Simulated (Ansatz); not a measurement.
# C4H14BN: the cost of one run

Method: one geometry, several basis sets; program: Ansatz 0.2.0, Gaussian basis.

Levels to be run: PBE0-D4/def2-SVP; ωB97M-V/def2-SVP; PBE0-D4/def2-QZVPP; ωB97M-V/def2-QZVPP; the functionals' def2-TZVPP values are taken from earlier runs.

1 further run of the same task is left out (it didn't finish).

## 1. Structure used throughout

An earlier PBE0-D4 in a triple-zeta def2 set relaxation fixed the geometry.

20 atoms, charge 0, spin multiplicity 1.

Atoms are counted from 1 here; the program's logs count them from 0.

Bond lengths: C1–N2 1.467 Å, C1–H7 1.088 Å, C1–H8 1.092 Å, C1–H9 1.088 Å, N2–B3 1.671 Å, N2–H10 1.017 Å, N2–H11 1.017 Å, B3–C4 1.620 Å, B3–C5 1.617 Å, B3–C6 1.617 Å, C4–H12 1.095 Å, C4–H13 1.099 Å, C4–H14 1.099 Å, C5–H15 1.097 Å, C5–H16 1.099 Å, C5–H17 1.095 Å, C6–H18 1.097 Å, C6–H19 1.095 Å and more. Angles: N2–C1–H7 108.7°, N2–C1–H8 111.6°, N2–C1–H9 108.7°, H7–C1–H8 109.6°, H7–C1–H9 108.6°, H8–C1–H9 109.6°, C1–N2–B3 117.6°, C1–N2–H10 110.0°, C1–N2–H11 110.0°, B3–N2–H10 106.3°, B3–N2–H11 106.3°, H10–N2–H11 106.2°, N2–B3–C4 102.9°, N2–B3–C5 106.5°, N2–B3–C6 106.5°, C4–B3–C5 112.9°, C4–B3–C6 112.9°, C5–B3–C6 114.1° and more.

## 2. PBE0-D4 in def2-SVP

File in.yaml:

```yaml
crystal:
  periodic: [false, false, false]
  atoms:
    - {symbol: C, position_ang: [-0.696584, 0.162396, -2.049706]}
    - {symbol: N, position_ang: [0.308429, -0.383000, -1.129922]}
    - {symbol: B, position_ang: [0.143893, -0.026768, 0.493875]}
    - {symbol: C, position_ang: [1.409862, -0.787002, 1.159625]}
    - {symbol: C, position_ang: [-1.276581, -0.645268, 0.956873]}
    - {symbol: C, position_ang: [0.237529, 1.582448, 0.621615]}
    - {symbol: H, position_ang: [-1.677514, -0.202003, -1.751659]}
    - {symbol: H, position_ang: [-0.496587, -0.129321, -3.082397]}
    - {symbol: H, position_ang: [-0.691012, 1.247508, -1.970070]}
    - {symbol: H, position_ang: [0.327276, -1.397140, -1.198273]}
    - {symbol: H, position_ang: [1.235051, -0.062893, -1.399019]}
    - {symbol: H, position_ang: [1.417149, -0.629252, 2.242765]}
    - {symbol: H, position_ang: [2.381333, -0.424474, 0.794743]}
    - {symbol: H, position_ang: [1.394814, -1.876293, 1.012838]}
    - {symbol: H, position_ang: [-2.152055, -0.142976, 0.527483]}
    - {symbol: H, position_ang: [-1.378367, -1.718861, 0.744029]}
    - {symbol: H, position_ang: [-1.376878, -0.545361, 2.042688]}
    - {symbol: H, position_ang: [-0.612476, 2.122590, 0.187036]}
    - {symbol: H, position_ang: [0.258427, 1.859701, 1.680731]}
    - {symbol: H, position_ang: [1.152490, 2.005268, 0.183048]}
basis:
  gaussian: {orbitals: def2-SVP}
hamiltonian: {xc: pbe0, dispersion: d4}
output: {orbitals: {seedname: orbitals}}
```

Command:

```bash
$ ansatz run in.yaml --threads 4 --pin off --events-out ev --progress --plain --max-ram 11315MiB
```

**Question.** How long does this run take on 4 threads of Intel Xeon Platinum 8259CL at 2.50GHz, shared host, and how much memory does it need?

About 3.6 s, with a peak of 0.41 GiB.
